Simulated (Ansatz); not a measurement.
# Cl₂H₃SbSi: one species, many methods

One table from this session's results is given with a row withheld; the runs are named, their logs left out.

Computed with Ansatz 0.2.0, Gaussian basis. Level: functionals in def2-TZVPP, the program's frozen cores in correlated methods.

Levels to be run: LDA (SPW92), PBE-D4, revPBE-D4, BLYP-D4, r2SCAN-D4, B97M-V, PBE0-D4, B3LYP-D4, r2SCANh-D4, r2SCAN0-D4, HSE06-D4, BHLYP-D4, CAM-B3LYP-D4, LC-ωPBE, ωB97X-V, ωB97M-V, B2PLYP, PBE-QIDH; CCSD(T)/def2-SVP; CCSD(T)/def2-TZVPP; CCSD(T)/def2-QZVPP; extrapolation to the limit; RPA on PBE.

## Structure used throughout

All runs share one geometry, relaxed beforehand with PBE0-D4 in a triple-zeta def2 set. Sb takes the def2 core potential; no spin-orbit term is included.

SMILES `[SiH3][Sb]([Cl])[Cl]`, 7 atoms, charge 0, spin multiplicity 1.

Atoms are counted from 1 here; the program's logs count them from 0.

Bond lengths: Si1–Sb2 2.597 Å, Si1–H5 1.486 Å, Si1–H6 1.486 Å, Si1–H7 1.482 Å, Sb2–Cl3 2.356 Å, Sb2–Cl4 2.356 Å. Angles: Sb2–Si1–H5 108.6°, Sb2–Si1–H6 108.7°, Sb2–Si1–H7 107.7°, H5–Si1–H6 109.6°, H5–Si1–H7 111.0°, H6–Si1–H7 111.0°, Si1–Sb2–Cl3 91.6°, Si1–Sb2–Cl4 91.6°, Cl3–Sb2–Cl4 99.0°.

Geometry (Å):

```xyz
7
charge 0, multiplicity 1
Si   -0.36585    0.92933   -0.19235
Sb   -0.29515   -1.38602    0.98164
Cl    2.00112   -1.14987    1.45382
Cl   -0.13260   -2.50480   -1.08552
H    -0.22143    1.98953    0.83925
H    -1.67640    1.07679   -0.87788
H     0.75161    0.97703   -1.16467
```

The first run:

in.yaml reads:

```yaml
crystal:
  periodic: [false, false, false]
  atoms:
    - {symbol: Si, position_ang: [-0.365854, 0.929334, -0.192351]}
    - {symbol: Sb, position_ang: [-0.295149, -1.386016, 0.981635]}
    - {symbol: Cl, position_ang: [2.001118, -1.149874, 1.453821]}
    - {symbol: Cl, position_ang: [-0.132600, -2.504795, -1.085516]}
    - {symbol: H, position_ang: [-0.221426, 1.989532, 0.839253]}
    - {symbol: H, position_ang: [-1.676396, 1.076786, -0.877877]}
    - {symbol: H, position_ang: [0.751607, 0.977033, -1.164666]}
basis:
  gaussian: {orbitals: def2-TZVPP}
hamiltonian: {xc: lda}
output: {orbitals: {seedname: orbitals}}
```

Launch:

```bash
ansatz run in.yaml --threads 2 --pin off --events-out ev --progress --plain --max-ram 32768MiB --backend cpu
```

Steps of the session up to this table: LDA; PBE-D4 (GGA); revPBE-D4 (GGA); BLYP-D4 (GGA); r2SCAN-D4 (meta-GGA); B97M-V (meta-GGA); PBE0-D4 (hybrid); B3LYP-D4 (hybrid); r2SCANh-D4 (hybrid); r2SCAN0-D4 (hybrid); HSE06-D4 (hybrid); BHLYP-D4 (hybrid); CAM-B3LYP-D4 (range-separated); LC-ωPBE (range-separated); ωB97X-V (range-separated); ωB97M-V (range-separated); B2PLYP (double hybrid); PBE-QIDH (double hybrid).

One table of the session follows, with a row left open; its other results are not shown here.

It belongs to the step «Frontier levels by functional». 

```
  functional  HOMO (eV)  LUMO (eV)  gap (eV)
 LDA (SPW92)      -6.41      -2.92      3.49
      PBE-D4      -6.27      -2.68      3.58
   revPBE-D4      -6.22      -2.59      3.62
     BLYP-D4      -6.11      -2.56      3.55
   r2SCAN-D4      -6.52      -2.54      3.98
      B97M-V      -6.58      -2.51      4.06
     PBE0-D4      -7.31      -1.92      5.40
    B3LYP-D4      -7.11      -2.12      4.99
  r2SCANh-D4      -6.90      -2.26      4.65
  r2SCAN0-D4      -7.48      -1.84      5.64
    HSE06-D4          ?          ?         ?
    BHLYP-D4      -8.22      -1.05      7.17
CAM-B3LYP-D4      -8.50      -0.91      7.59
     LC-ωPBE      -9.74       0.17      9.91
     ωB97X-V      -9.44       0.08      9.51
     ωB97M-V      -9.27      -0.06      9.21
```

Q: Estimate the row for HSE06-D4 from the others.

As computed: HOMO (eV): -6.93; LUMO (eV): -2.29; gap (eV): 4.64. In the column «HOMO (eV)» it lies between B3LYP-D4 (-7.11) and r2SCANh-D4 (-6.90).
